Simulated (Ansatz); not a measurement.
This script makes a comparison of functionals at one structure of HfN, space group P6_3/mmc with Ansatz 0.2.0, Python API.

Input file `hfn.vasp`:
```text
HfN
1.0
   3.13390802    0.00000000    0.00000000
  -1.56695401    2.71404396    0.00000000
   0.00000000    0.00000000    5.41676772
Hf N
2 2
Direct
   0.66666667    0.33333333    0.75000000
   0.33333333    0.66666667    0.25000000
   0.00000000    0.00000000    0.00000000
   0.00000000    0.00000000    0.50000000
```

`xc.py`:
```python
import ansatz as az
from ase.io import read

atoms = read("hfn.vasp", format="vasp")
hfn = az.Crystal.from_ase(atoms)

model = (
    hfn.calculation()
    .scf(tolerance=1e-08, extra_bands=12)
    .pseudopotentials("nc")
    .kpoints(7, 7, 4)
    .occupations("fermi_dirac", width=0.1)
    .eigensolver("davidson", full_accuracy=True)
    .forces()
    .stress()
)

rows = []
for value in ["blyp", "pbesol", "lda"]:
    data = model.functional(value).run(threads=1).report
    rows.append((value, data["free_energy_ev"] / len(data["lattice"]["sites"]), data["n_iterations"], sum(data["stress_gpa"][i][i] for i in range(3)) / 3, max(abs(f) for row in data["forces_ev_ang"] for f in row), data["n_kpoints"]))

print("  functional   F/atom (eV)    iterations       P (GPa)  max component (eV/A)      k-points")
for row in rows:
    print(f"{str(row[0]):>12s}  {row[1]:12.5f}  {row[2]:12d}  {row[3]:12.3f}  {row[4]:20.4f}  {row[5]:12d}")
```

Which functional puts this cell under the lowest pressure, and which under the highest?

From lowest to highest: LDA (-12.8 GPa), PBEsol (-3.1 GPa) and BLYP (14.1 GPa). At a fixed cell a lower pressure usually means a smaller equilibrium volume, so LDA prefers the smallest cell and BLYP the largest.

The run itself:

Running `python xc.py` prints:
```text
DeckWarning: basis.ecutwfc = 1240 eV, auto-derived from the records' recommended cutoffs: set by N (normal level)
DeckWarning: output.stress: scf.convergence.dr2_threshold = 1e-8 eV is looser than the 4e-10 eV advised for a printed stress (1e-10 eV for each atom of the cell: 4). What an SCF threshold leaves in a [...]
DeckWarning: basis.ecutwfc = 1142.878222 eV, auto-derived from the records' recommended cutoffs: set by N (normal level)
  functional   F/atom (eV)    iterations       P (GPa)  max component (eV/A)      k-points
        blyp    -914.25408             7        14.073                0.0000            24
      pbesol    -909.62197             7        -3.138                0.0000            24
         lda    -911.03128             7       -12.767                0.0000            24
```
(Warnings from the package without file and line, shortened, repeats left out.)

Reading the output:
- No spin polarisation was allowed.
- Such functionals run on norm-conserving files made under PBE, which can move pressures by some GPa.
- BLYP can be off by several per cent in the lattices of metals, and by several GPa in the pressure at a fixed cell.
- For a metal this k-point mesh is coarse: on a finer one energies can move by several to tens of meV an atom and pressures by half a GPa or more, differences at one mesh by less.
- Forces vanish by symmetry here and test nothing.
- Pressure is positive in compression.
- Spin-orbit coupling, which matters for elements this heavy, is left out.
- This cell is a computed structure, which may not be the phase found in nature.
- Total energies of different functionals can't be compared; pressures, moments and gaps at this one structure can.
- Wall time of the script: 32 s on 1 thread of Intel(R) Xeon(R) Processor @ 2.30GHz, with other jobs on the host, peak memory 0.64 GiB.
